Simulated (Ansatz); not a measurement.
# C2H7NOTe: the cost of one run

Program: Ansatz 0.2.0. Level of theory: RKS PBE0-D4/def2-SVP. These are calculated values, not measurements.

## Step 1: The system as given

Bond lengths: C1–N2 1.405 Å, N2–C3 1.466 Å, C3–O4 1.362 Å, C3–Te5 2.153 Å, C1–H6 1.178 Å, C1–H7 1.104 Å, C1–H8 1.084 Å, N2–H9 1.094 Å, C3–H10 1.153 Å, O4–H11 0.997 Å, Te5–H12 1.775 Å. Angles (14 of 17 angles, heavy atoms first): C1–N2–C3 112.1°, N2–C3–O4 115.4°, N2–C3–Te5 113.3°, O4–C3–Te5 109.6°, C1–N2–H9 108.4°, C3–N2–H9 109.3°, N2–C1–H6 112.2°, N2–C1–H7 113.2°, N2–C1–H8 111.7°, N2–C3–H10 106.4°, O4–C3–H10 107.0°, Te5–C3–H10 104.4°, C3–O4–H11 107.1°, C3–Te5–H12 91.3°.

As a file:

```xyz
12

C    -1.3794   -0.2745    0.3903
N    -0.0264   -0.5675    0.6299
C     0.8378   -0.1194   -0.4659
O     0.5230   -0.6108   -1.6964
Te    1.0330    2.0222   -0.5736
H    -1.5722    0.8828    0.2798
H    -1.7684   -0.7391   -0.5321
H    -2.0063   -0.5662    1.2245
H     0.2759   -0.0692    1.5557
H     1.8999   -0.4925   -0.2156
H     0.5634   -1.6053   -1.6338
H     1.6966    2.0845    1.0712
```

## Step 2: End point A

Input file input.yaml:

```yaml
crystal:
  periodic: [false, false, false]
  atoms:
    - { symbol: C, position_ang: [-1.3794, -0.2745, 0.3903] }
    - { symbol: "N", position_ang: [-0.0264, -0.5675, 0.6299] }
    - { symbol: C, position_ang: [0.8378, -0.1194, -0.4659] }
    - { symbol: O, position_ang: [0.523, -0.6108, -1.6964] }
    - { symbol: Te, position_ang: [1.033, 2.0222, -0.5736] }
    - { symbol: H, position_ang: [-1.5722, 0.8828, 0.2798] }
    - { symbol: H, position_ang: [-1.7684, -0.7391, -0.5321] }
    - { symbol: H, position_ang: [-2.0063, -0.5662, 1.2245] }
    - { symbol: H, position_ang: [0.2759, -0.0692, 1.5557] }
    - { symbol: H, position_ang: [1.8999, -0.4925, -0.2156] }
    - { symbol: H, position_ang: [0.5634, -1.6053, -1.6338] }
    - { symbol: H, position_ang: [1.6966, 2.0845, 1.0712] }
basis:
  gaussian: { orbitals: def2-SVP }
hamiltonian:
  xc: pbe0
  dispersion: d4
relax:
  f_tol: 0.015
  max_steps: 40
output:
  orbitals: {}
```

Command:

```
> ansatz run input.yaml --threads 2 --pin off --max-ram 3072MiB --backend cpu --events-out ev --progress --plain --runs-dir out
```

What time and memory should one allow on 2 threads of Intel Xeon Platinum 8488C (Sapphire Rapids), shared host?

About 37 s, with a peak of 0.32 GiB.
